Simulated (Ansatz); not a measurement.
# C2H5BOSi: the cost of one run

The runs use Ansatz 0.2.0, Gaussian basis; the settings change from run to run.

## (1) The molecule

The geometry comes from an earlier relaxation with PBE0-D4 in a triple-zeta def2 set; it is a stationary point, not always the lowest conformer.

SMILES `B/C=C1\O[SiH2]1`, 10 atoms, charge 0, spin multiplicity 1.

Atoms are counted from 1 here; the program's logs count them from 0.

Bond lengths: B1–C2 1.520 Å, B1–H6 1.196 Å, B1–H7 1.198 Å, C2–C3 1.341 Å, C2–H8 1.086 Å, C3–O4 1.370 Å, C3–Si5 1.788 Å, O4–Si5 1.704 Å, Si5–H9 1.476 Å, Si5–H10 1.476 Å. Angles: C2–B1–H6 120.3°, C2–B1–H7 120.2°, H6–B1–H7 119.4°, B1–C2–C3 122.7°, B1–C2–H8 122.7°, C3–C2–H8 114.7°, C2–C3–O4 131.3°, C2–C3–Si5 165.0°, O4–C3–Si5 63.7°, C3–O4–Si5 70.2°, C3–Si5–O4 46.1°, C3–Si5–H9 122.5°, C3–Si5–H10 122.5°, O4–Si5–H9 115.6°, O4–Si5–H10 115.6°, H9–Si5–H10 114.2°.

## (2) PBE-QIDH/def2-TZVP

Set apart from the defaults: a point charge of -1.00 e beside it, high accuracy, the search for lower states set to off.

Input file in.yaml:

```yaml
crystal:
  periodic: [false, false, false]
  atoms:
    - {symbol: B, position_ang: [-1.938265, 0.461390, 0.742264]}
    - {symbol: C, position_ang: [-0.937316, 0.405224, -0.400437]}
    - {symbol: C, position_ang: [0.315048, -0.047828, -0.244566]}
    - {symbol: O, position_ang: [0.970601, -0.531297, 0.856885]}
    - {symbol: Si, position_ang: [2.012564, -0.551182, -0.491360]}
    - {symbol: H, position_ang: [-1.626556, 0.093692, 1.836533]}
    - {symbol: H, position_ang: [-3.046347, 0.874663, 0.553689]}
    - {symbol: H, position_ang: [-1.179699, 0.728993, -1.408270]}
    - {symbol: H, position_ang: [3.136551, 0.403685, -0.444026]}
    - {symbol: H, position_ang: [2.376319, -1.888539, -0.997811]}
basis:
  gaussian: {orbitals: def2-TZVP, point_charges: [{charge: -1.00, position_ang: [7.934, 0.270, 0.528]}]}
hamiltonian: {xc: {name: PBE-QIDH}}
accuracy: high
scf: {lower_state_search: off}
```

Run with:

```sh
$ ansatz run in.yaml --threads 2 --pin off --events-out ev --progress --plain --max-ram 4352MiB
```

Q: Estimate wall time and peak memory on 2 threads of Arm Neoverse V2, shared host.

About 12 s, with a peak of 0.94 GiB.
